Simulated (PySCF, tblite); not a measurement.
# C2H12NSi3 radical: geometry, infrared bands and EPR parameters

Aim: predict the infrared bands and EPR parameters of C2H12NSi3 radical (`CN[SiH][SiH2]C[SiH3]`).

The runs use tblite 0.8.0 and PySCF 2.14.0, with density-fitted response routines of our own; the level of theory stands in each step. All values are computed, except where a source is named. Atoms count from 0, in the outputs and in this text.

## (1) The starting structure

18 atoms, charge 0, multiplicity 2; geometry from: force field or distance geometry start.

Bonds of the start (Å): C0–N1 1.45, N1–Si2 1.79, Si2–Si3 2.24, Si3–C4 1.88, C4–Si5 1.88, C0–H6 1.12, C0–H7 1.10, C0–H8 1.11, N1–H9 1.03, Si2–H10 1.49, Si3–H11 1.46, Si3–H12 1.45, C4–H13 1.09, C4–H14 1.12, Si5–H15 1.48, Si5–H16 1.46, Si5–H17 1.48.

## (2) Relaxing the molecule with GFN2-xTB

Job settings and geometry (Å):

```
{"job": {"kind": "relax", "xc": "GFN2-xTB", "basis": "xTB"}, "charge": 0, "multiplicity": 2}
C     -2.497400    -1.017700     0.143900
N     -2.680100     0.294100    -0.435500
Si    -1.290600     1.382600    -0.151300
Si     0.505400     0.748400    -1.322100
C      1.970500     0.785400    -0.144800
Si     2.658800    -0.958500    -0.108300
H     -3.511600    -1.442500     0.339100
H     -1.919200    -1.036000     1.081600
H     -2.013400    -1.696000    -0.588400
H     -3.602800     0.723700    -0.262100
H     -1.668300     2.717700    -0.687300
H      0.772700     1.728100    -2.376000
H      0.305500    -0.555900    -1.932700
H      1.667900     1.147300     0.836700
H      2.726600     1.469300    -0.602500
H      3.853900    -1.057900     0.753700
H      1.664900    -1.897900     0.402300
H      3.048500    -1.327700    -1.487600
```

Command:

```console
OMP_NUM_THREADS=1 python probes_run.py task.json out
```

One launch serves the whole session: the jobs run in the order shown.

Log:

```text
step      E/eV     max force
  0    -501.63463    1.581
  1    -501.74277    0.692
  2    -501.78771    0.485
  3    -501.82177    0.562
  4    -501.85213    0.554
  5    -501.87722    0.474
  6    -501.90352    0.435
  7    -501.92435    0.370
  8    -501.94467    0.473
  9    -501.96502    0.418
 10    -501.98318    0.306
 11    -501.99485    0.216
 12    -502.00081    0.190
 13    -502.00456    0.118
 14    -502.00817    0.146
 15    -502.01128    0.136
 16    -502.01334    0.124
 17    -502.01490    0.115
 18    -502.01657    0.096
 19    -502.01821    0.113
 20    -502.01936    0.080
 21    -502.02010    0.082
 22    -502.02082    0.087
 23    -502.02186    0.082
 24    -502.02322    0.094
 25    -502.02446    0.078
 26    -502.02540    0.067
 27    -502.02637    0.073
 28    -502.02745    0.086
 29    -502.02845    0.074
 30    -502.02918    0.054
 31    -502.02982    0.057
 32    -502.03055    0.076
 33    -502.03145    0.090
 34    -502.03223    0.065
 35    -502.03296    0.059
 36    -502.03358    0.067
 37    -502.03458    0.091
 38    -502.03566    0.109
 39    -502.03697    0.106
 40    -502.03837    0.097
 41    -502.03998    0.092
 42    -502.04108    0.116
 43    -502.04178    0.286
 44    -502.04281    0.123
 45    -502.04359    0.058
 46    -502.04438    0.073
 47    -502.04501    0.083
 48    -502.04548    0.067
 49    -502.04583    0.044
 50    -502.04626    0.047
 51    -502.04687    0.073
 52    -502.04758    0.078
 53    -502.04821    0.057
 54    -502.04873    0.046
 55    -502.04928    0.063
 56    -502.04999    0.074
 57    -502.05083    0.078
 58    -502.05153    0.050
 59    -502.05204    0.050
 60    -502.05251    0.060
 61    -502.05303    0.067
 62    -502.05358    0.076
 63    -502.05407    0.053
 64    -502.05447    0.066
 65    -502.05488    0.063
 66    -502.05533    0.051
 67    -502.05582    0.043
 68    -502.05608    0.055
 69    -502.05637    0.057
 70    -502.05663    0.044
 71    -502.05693    0.051
 72    -502.05726    0.042
 73    -502.05762    0.050
 74    -502.05791    0.043
 75    -502.05809    0.027
 76    -502.05819    0.028
 77    -502.05829    0.028
 78    -502.05845    0.033
 79    -502.05880    0.042
 80    -502.05906    0.036
 81    -502.05926    0.040
 82    -502.05949    0.041
 83    -502.05985    0.064
 84    -502.06040    0.078
 85    -502.06095    0.080
 86    -502.06132    0.059
 87    -502.06168    0.040
 88    -502.06202    0.042
 89    -502.06249    0.057
 90    -502.06334    0.085
 91    -502.06427    0.074
 92    -502.06499    0.095
 93    -502.06519    0.075
 94    -502.06592    0.056
 95    -502.06646    0.069
 96    -502.06749    0.094
 97    -502.06820    0.107
 98    -502.06909    0.097
 99    -502.06977    0.149
100    -502.07065    0.104
101    -502.07152    0.215
102    -502.07316    0.073
103    -502.07420    0.115
104    -502.07473    0.087
105    -502.07561    0.167
106    -502.07751    0.086
107    -502.08090    0.126
108    -502.08234    0.172
109    -502.08229    0.231
110    -502.08371    0.075
111    -502.08415    0.069
112    -502.08642    0.177
113    -502.08825    0.169
114    -502.09139    0.171
115    -502.09367    0.086
116    -502.09454    0.159
117    -502.09517    0.105
118    -502.09591    0.054
119    -502.09624    0.056
120    -502.09664    0.072
121    -502.09700    0.080
122    -502.09755    0.069
123    -502.09853    0.076
124    -502.09967    0.086
125    -502.10083    0.080
126    -502.10177    0.078
127    -502.10142    0.153
128    -502.10319    0.073
129    -502.10366    0.059
130    -502.10432    0.056
131    -502.10482    0.057
132    -502.10579    0.067
133    -502.10677    0.068
134    -502.10768    0.066
135    -502.10838    0.068
136    -502.10891    0.104
137    -502.10974    0.058
138    -502.11048    0.044
139    -502.11150    0.053
140    -502.11184    0.056
141    -502.11252    0.056
142    -502.11294    0.041
143    -502.11343    0.046
144    -502.11413    0.067
145    -502.11437    0.133
146    -502.11548    0.144
147    -502.11643    0.103
148    -502.11703    0.072
149    -502.11768    0.048
150    -502.11815    0.080
151    -502.11856    0.061
152    -502.11898    0.048
153    -502.11969    0.062
154    -502.12026    0.048
155    -502.12082    0.114
156    -502.12159    0.103
157    -502.12221    0.065
158    -502.12268    0.060
159    -502.12319    0.070
160    -502.12431    0.083
161    -502.12531    0.090
162    -502.12617    0.102
163    -502.12630    0.102
164    -502.12748    0.090
165    -502.12816    0.099
166    -502.12933    0.091
167    -502.13001    0.079
168    -502.13081    0.054
169    -502.13175    0.079
170    -502.13228    0.061
171    -502.13281    0.057
172    -502.13342    0.051
173    -502.13414    0.069
174    -502.13494    0.070
175    -502.13597    0.071
176    -502.13671    0.071
177    -502.13739    0.069
178    -502.13813    0.094
179    -502.13905    0.077
180    -502.14006    0.085
181    -502.14123    0.098
182    -502.14272    0.112
183    -502.14470    0.140
184    -502.14673    0.134
185    -502.14806    0.088
186    -502.14919    0.080
187    -502.15024    0.089
188    -502.15159    0.117
189    -502.15255    0.086
190    -502.15383    0.077
191    -502.15488    0.072
192    -502.15548    0.043
193    -502.15584    0.048
194    -502.15630    0.041
195    -502.15686    0.048
196    -502.15743    0.061
197    -502.15793    0.050
198    -502.15830    0.044
199    -502.15856    0.041
200    -502.15883    0.036
201    -502.15921    0.034
202    -502.15952    0.038
203    -502.15992    0.044
204    -502.16027    0.040
205    -502.16060    0.045
206    -502.16091    0.048
207    -502.16126    0.049
208    -502.16173    0.048
209    -502.16229    0.048
210    -502.16286    0.044
211    -502.16342    0.052
212    -502.16399    0.062
213    -502.16466    0.055
214    -502.16543    0.062
215    -502.16619    0.070
216    -502.16689    0.064
217    -502.16753    0.054
218    -502.16799    0.057
219    -502.16826    0.050
220    -502.16845    0.026
221    -502.16858    0.020
222    -502.16862    0.016
223    -502.16867    0.012
224    -502.16869    0.008
```

It took 2 s on 1 thread of Arm Neoverse V1, shared host; peak memory 0.18 GiB.

Relaxation path: (not every step is listed)

| step | energy from step 0 (eV) | largest force (eV/Å) |
| --- | --- | --- |
| 0 | 0.0000 | 1.5814 |
| 1 | -0.1081 | 0.6922 |
| 2 | -0.1531 | 0.4850 |
| 3 | -0.1871 | 0.5625 |
| 4 | -0.2175 | 0.5545 |
| 5 | -0.2426 | 0.4739 |
| 6 | -0.2689 | 0.4354 |
| 7 | -0.2897 | 0.3704 |
| 8 | -0.3100 | 0.4732 |
| 29 | -0.3938 | 0.0736 |
| 50 | -0.4116 | 0.0470 |
| 71 | -0.4223 | 0.0507 |
| 92 | -0.4304 | 0.0952 |
| 113 | -0.4536 | 0.1693 |
| 134 | -0.4731 | 0.0656 |
| 155 | -0.4862 | 0.1145 |
| 176 | -0.5021 | 0.0714 |
| 197 | -0.5233 | 0.0501 |
| 218 | -0.5334 | 0.0568 |
| 219 | -0.5336 | 0.0497 |
| 220 | -0.5338 | 0.0260 |
| 221 | -0.5340 | 0.0203 |
| 222 | -0.5340 | 0.0155 |
| 223 | -0.5340 | 0.0121 |
| 224 | -0.5341 | 0.0076 |

Close pairs (by a distance rule), those that changed most:

| bond | before (Å) | after (Å) | change (Å) |
| --- | --- | --- | --- |
| N1–Si2 | 1.788 | 1.732 | -0.056 |
| Si2–Si3 | 2.236 | 2.290 | +0.054 |
| Si3–C4 | 1.880 | 1.911 | +0.031 |
| C4–H14 | 1.118 | 1.091 | -0.027 |
| N1–H9 | 1.032 | 1.009 | -0.024 |
| Si3–H12 | 1.454 | 1.476 | +0.022 |
| C0–H6 | 1.117 | 1.097 | -0.020 |
| C4–Si5 | 1.875 | 1.893 | +0.018 |

The next job starts from the end point, and lists it.

## (3) Harmonic vibrations with GFN2-xTB

Job settings and geometry (Å):

```
{"job": {"kind": "ir", "xc": "GFN2-xTB", "basis": "xTB"}, "charge": 0, "multiplicity": 2}
C     -2.040827    -1.245815    -0.129720
N     -2.372145     0.153198    -0.162350
Si    -1.218441     1.437412    -0.027683
Si     0.479243     1.157307    -1.538567
C      2.062949     0.691581    -0.576320
Si     2.025006    -0.931419     0.397254
H     -2.053484    -1.658296     0.886543
H     -1.041774    -1.387268    -0.538679
H     -2.748787    -1.816993    -0.736532
H     -3.319296     0.319545     0.141677
H     -2.142692     2.580254    -0.183396
H      0.752311     2.445602    -2.203853
H      0.386575     0.194928    -2.653862
H      2.300982     1.504763     0.111333
H      2.888165     0.653607    -1.288297
H      3.315742    -1.176881     1.048698
H      0.977252    -0.866261     1.422878
H      1.740462    -2.048945    -0.510300
```

Log:

```text
mode    cm-1     km/mol
  1      47.9      0.31
  2      52.0      0.12
  3      90.3      0.32
  4     110.5      0.13
  5     136.1      2.05
  6     146.1      0.28
  7     155.3      3.10
  8     200.9      1.59
  9     294.9     12.59
 10     321.4     19.12
 11     426.6     17.02
 12     460.9     36.47
 13     486.5     33.97
 14     495.5     57.16
 15     513.2     21.08
 16     552.6      2.20
 17     621.9    113.90
 18     672.5    127.10
 19     702.1    163.53
 20     730.2    323.42
 21     793.4     75.09
 22     796.9    300.50
 23     802.3    315.53
 24     803.3    248.26
 25     821.6    177.91
 26     832.5    127.70
 27    1028.7      2.54
 28    1060.8     17.17
 29    1107.2      3.81
 30    1142.4     63.18
 31    1163.7     64.41
 32    1360.2     30.88
 33    1425.9      0.51
 34    1465.5      0.42
 35    1487.7      1.91
 36    1505.1      3.66
 37    2099.2    207.51
 38    2119.7    640.57
 39    2143.7    237.39
 40    2219.5    370.90
 41    2222.7    415.73
 42    2235.4    231.59
 43    2894.5     60.37
 44    2955.3     60.10
 45    2960.1     49.47
 46    2974.4     27.81
 47    3017.1     27.81
 48    3444.8      1.82
```

Run time: 0.79 s. Hardware: 1 thread of Arm Neoverse V1, shared host; peak memory 0.18 GiB.

The strongest bands and the atoms that carry them (share of the mass-weighted mode):

| cm⁻¹ | km/mol | atoms |
| --- | --- | --- |
| 730 | 323.4 | C4 24 %, H14 17 %, H13 15 %, H12 14 % |
| 797 | 300.5 | H17 28 %, H16 23 %, Si2 14 %, N1 12 % |
| 802 | 315.5 | H15 40 %, H16 35 % |
| 803 | 248.3 | H15 36 %, H17 27 % |
| 2120 | 640.6 | H12 55 %, H11 21 %, H10 20 % |
| 2144 | 237.4 | H11 70 %, H12 27 % |
| 2220 | 370.9 | H16 87 % |
| 2223 | 415.7 | H17 78 %, H15 13 % |

## (4) EPR parameters: B3LYP/pcH-1

Settings changed since step 3:

```diff
@@ -1,2 +1,2 @@
-{"job": {"kind": "ir", "xc": "GFN2-xTB", "basis": "xTB"}, "charge": 0, "multiplicity": 2}
+{"job": {"kind": "epr", "basis": "pcH-1"}, "charge": 0, "multiplicity": 2}
 C     -2.040827    -1.245815    -0.129720
```

With the program's defaults for keys left out, this is: UKS B3LYP, pcH-1 on C H N Si, non-relativistic, mean-field spin-orbit, GIAO.

Log:

```text
UKS, coarse grid
  cycle   1  E = -1006.61907297  |g| = 4.07e-01
  cycle   2  E = -1006.51750256  |g| = 5.95e-01
  cycle   3  E = -1006.68522131  |g| = 1.06e-01
  cycle   4  E = -1006.68938233  |g| = 4.28e-02
  cycle   5  E = -1006.69023219  |g| = 9.27e-03
  cycle   6  E = -1006.69027871  |g| = 2.04e-03
  cycle   7  E = -1006.69028069  |g| = 8.35e-04
UKS, final grid
  cycle   1  E = -1006.69027755  |g| = 1.00e-03
  cycle   2  E = -1006.69027699  |g| = 1.49e-03
  cycle   3  E = -1006.69027806  |g| = 2.24e-04
  cycle   4  E = -1006.69027808  |g| = 3.91e-05
  cycle   5  E = -1006.69027808  |g| = 1.80e-05
E = -1006.69027808 Eh   <S^2> = 0.7530 (exact 0.7500)
g shifts (ppm)      1          2          3
  rmc          -155       -155       -155
  gc             -1         43         30
  oz_so         479        577       1793
  total         324        465       1668
hyperfine (MHz)  atom isotope    a_iso     a_fc   dipolar eigenvalues
    0   13C      -5.65      -5.66     -1.02     -0.40      1.41
    1   14N       9.35       9.32    -11.61    -11.29     22.90
    2  29Si    -372.90    -373.66   -125.68     61.39     64.30
    3  29Si    -113.55    -113.70    -22.53     10.42     12.11
    4   13C       3.58       3.58     -0.57     -0.05      0.62
    5  29Si      -1.84      -1.85     -1.14      0.28      0.86
    6    1H      22.72      22.72     -2.29     -1.58      3.87
    7    1H       1.31       1.30     -2.31     -1.64      3.95
    8    1H      13.19      13.19     -2.10     -1.95      4.05
    9    1H     -15.60     -15.64    -13.24     -3.75     16.99
   10    1H      55.26      55.25     -6.67      0.29      6.38
   11    1H      16.11      16.11     -2.38     -1.05      3.43
   12    1H      35.13      35.12     -2.55     -0.57      3.12
   13    1H       0.07       0.07     -1.98     -1.16      3.14
   14    1H      -1.33      -1.32     -0.97     -0.67      1.64
   15    1H      -0.00      -0.00     -0.56     -0.50      1.06
   16    1H       2.86       2.86     -2.09     -1.78      3.87
   17    1H       0.19       0.19     -0.75     -0.57      1.32
```

Wall time 1.7 min (1 thread of Arm Neoverse V1, shared host); peak memory 0.98 GiB.

Principal g values 2.00264, 2.00278, 2.00399; g(iso) = 2.00314, against 2.00232 for a free electron.

Mean a(iso) over the nuclei that a row names, and the largest dipolar term of the row (other rows stand at the frozen geometry):

| nuclei | isotope | a(iso) (MHz) | a(iso) (G, at g = 2.0023) | largest dipolar term (MHz) |
| --- | --- | --- | --- | --- |
| Si2 | 29Si | -372.9 | -133.1 | -125.7 |
| Si3 | 29Si | -113.6 | -40.5 | -22.5 |
| H10 | 1H | 55.3 | 19.7 | -6.7 |
| H11, H12 | 1H | 25.6 | 9.1 | 3.4 |
| H9 | 1H | -15.6 | -5.6 | 17.0 |
| H6, H7, H8 | 1H | 12.4 | 4.4 | 4.0 |
| N1 | 14N | 9.4 | 3.3 | 22.9 |
| C0 | 13C | -5.7 | -2.0 | 1.4 |
| C4 | 13C | 3.6 | 1.3 | 0.6 |
| Si5 | 29Si | -1.8 | -0.7 | -1.1 |
| H15, H16, H17 | 1H | 1.0 | 0.4 | 3.9 |
| H13, H14 | 1H | -0.6 | -0.2 | 3.1 |

Mulliken spin populations:

C0 -0.01; N1 0.18; Si2 0.70; Si3 0.07; C4 0.00; Si5 0.00; H6 0.01; H7 0.00; H8 0.00; H9 -0.01; H10 0.02; H11 0.01; H12 0.02; H13 0.00; H14 0.00; H15 0.00; H16 0.00; H17 0.00

In first order the couplings over 0.8 MHz of 1H, 14N give 468 distinct lines over 64.6 G, if the averaged nuclei exchange fast.

The fields below are evaluated on a grid from the run's orbitals.

ELF in a plane through or near 5 of the atoms.

Ten even steps from '0' (0.00) to '9' (1.00):
```
0000000000000000000000000000
0000000000000000000000000000
0000000000343100000000000000
0000000028999810000000000000
0000000049999930000000000000
0000000018999831000000000000
0000000002773233210000000000
0000157512217235311110000000
0000599974511155114763000000
0000599974433331014652000000
0000024432200000212210000000
0000000012210019995788400000
0000000169995029996999940000
0000000399998006852588720000
0000000189999100000011000000
0000000037985000000000000000
0000000001210000000000000000
0000000000000000000000000000
0000000000000000000000000000
0000000000000000000000000000
```
The map spans 11.8 Å across and 11.0 Å up, centred on the molecule. Atoms in the plane (x, y in Å): C0 (2.1, -1.0), Si3 (-0.6, 1.5), H7 (1.1, -1.1), H11 (-1.0, 2.9), H14 (-3.0, 0.7).

On the surface of density 0.002 e/bohr³ the electrostatic potential runs, from the 1st to the 99th percentile, from -0.63 V near N1 to 1.49 V near H9.

The spin density lies nearest to Si2 54 %; N1 16 %; H10 8 %; Si3 7 %.

## (5) Results

| quantity | value |
| --- | --- |
| strongest single infrared mode (GFN2-xTB) | 2120 cm⁻¹, 641 km/mol |
| zero-point energy (GFN2-xTB) | 80.2 kcal/mol |
| g(iso) (B3LYP) | 2.00314 |
| ⟨S²⟩ | 0.753 (exact 0.75) |
| largest a(iso) (averaged by class) | 29Si on Si2, -372.9 MHz |
| surface potential, 1st and 99th percentile | -0.63 V and 1.49 V |

**Reading.** Relaxing lowered the energy by 0.534 eV in 224 steps; the close pair that moved most is N1–Si2, from 1.788 to 1.732 Å. No mode is imaginary among the 48: a minimum at this level. The strongest single mode, at 2120 cm⁻¹, moves mainly H12. Unscaled tight-binding wavenumbers are off by several per cent, some by more. Its intensities can rank the bands wrongly. Si2 carries the largest spin population, 0.70 e. The isotropic g lies 0.8 ppt above the free-electron value.
